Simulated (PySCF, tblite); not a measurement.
**C6H16P2: geometry, infrared bands and NMR shifts**

Wanted: the infrared bands and NMR shifts of C6H16P2 (`CC(C)P(C)CCP`), by calculation.

The runs use tblite 0.8.0 and PySCF 2.14.0, with density-fitted response routines of our own; the level of theory stands in each step. All values are computed, except where a source is named. Atoms count from 0, in the outputs and in this text.

### Step 1. The starting structure

24 atoms, charge 0, multiplicity 1; geometry from: force field or distance geometry start.

Bonds of the start (Å): C0–C1 1.52, C1–C2 1.53, C1–P3 1.83, P3–C4 1.88, P3–C5 1.83, C5–C6 1.49, C6–P7 1.84, C0–H8 1.08, C0–H9 1.11, C0–H10 1.14, C1–H11 1.10, C2–H12 1.13, C2–H13 1.11, C2–H14 1.08, C4–H15 1.10, C4–H16 1.12, C4–H17 1.09, C5–H18 1.12, C5–H19 1.12, C6–H20 1.13, C6–H21 1.11, P7–H22 1.44, P7–H23 1.44.

### Step 2. Relaxing the molecule with GFN2-xTB

The job: settings as JSON, then the geometry in Å.

```
{"job": {"kind": "relax", "xc": "GFN2-xTB", "basis": "xTB"}, "charge": 0, "multiplicity": 1}
C     -1.394700     1.820500    -0.507400
C     -1.028900     0.555200     0.252300
C     -2.367500    -0.150000     0.469900
P     -0.022500    -0.591700    -0.752100
C     -0.897500    -2.254800    -0.809500
C      1.679900    -0.910600    -0.175900
C      2.372500     0.212700     0.517200
P      2.501400     1.685200    -0.585400
H     -0.547500     2.461100    -0.720000
H     -1.917800     1.537800    -1.440900
H     -2.160000     2.341400     0.150200
H     -0.619300     0.838900     1.234200
H     -2.769000    -0.258700    -0.576500
H     -3.057100     0.553300     0.976500
H     -2.277100    -1.119700     0.925600
H     -0.482800    -2.899100    -1.595200
H     -0.741400    -2.788700     0.163500
H     -1.950600    -2.084300    -1.050100
H      2.292100    -1.137100    -1.091300
H      1.721800    -1.807800     0.487900
H      3.431400    -0.123900     0.697000
H      1.970500     0.439000     1.530000
H      2.593900     1.198400    -1.942100
H      3.658500     2.502500    -0.316900
```

On the command line:

```console
$ OMP_NUM_THREADS=1 python probes_run.py task.json out
```

This one command runs all jobs of the session in turn.

**Question.** This job is followed by: GFN2-xTB harmonic vibrations, gas phase; GIAO PBE0/pcSseg-1 NMR shielding, non-relativistic, gas phase. What will the session give for the following? strongest single infrared mode (GFN2-xTB); zero-point energy (GFN2-xTB); 13C shifts against TMS (PBE0/pcSseg-1, means over atoms taken as alike); 1H shifts against TMS (PBE0/pcSseg-1, means over atoms taken as alike); 31P shifts against H3PO4 (PBE0/pcSseg-1); surface potential, 1st and 99th percentile.

**Answer**, as computed:

| quantity | value |
| --- | --- |
| strongest single infrared mode (GFN2-xTB) | 2216 cm⁻¹, 337 km/mol |
| zero-point energy (GFN2-xTB) | 127.3 kcal/mol |
| 13C shifts against TMS (PBE0/pcSseg-1, means over atoms taken as alike) | 25.7, 24.2, 18.4, 13.2, 7.3 ppm |
| 1H shifts against TMS (PBE0/pcSseg-1, means over atoms taken as alike) | 2.72, 2.05, 1.77, 1.58, 1.05, 0.72 ppm |
| 31P shifts against H3PO4 (PBE0/pcSseg-1) | -68.4, -192.1 ppm |
| surface potential, 1st and 99th percentile | -1.13 V and 0.73 V |

**Reading.** The optimisation took 193 steps and gained 2.136 eV; among the close pairs (by a distance rule), P7–H22 changed most, from 1.444 to 1.393 Å. No mode is imaginary among the 66: a minimum at this level. The strongest single mode, at 2216 cm⁻¹, moves mainly H23. Unscaled tight-binding wavenumbers are off by several per cent, some by more. Its intensities can rank the bands wrongly.
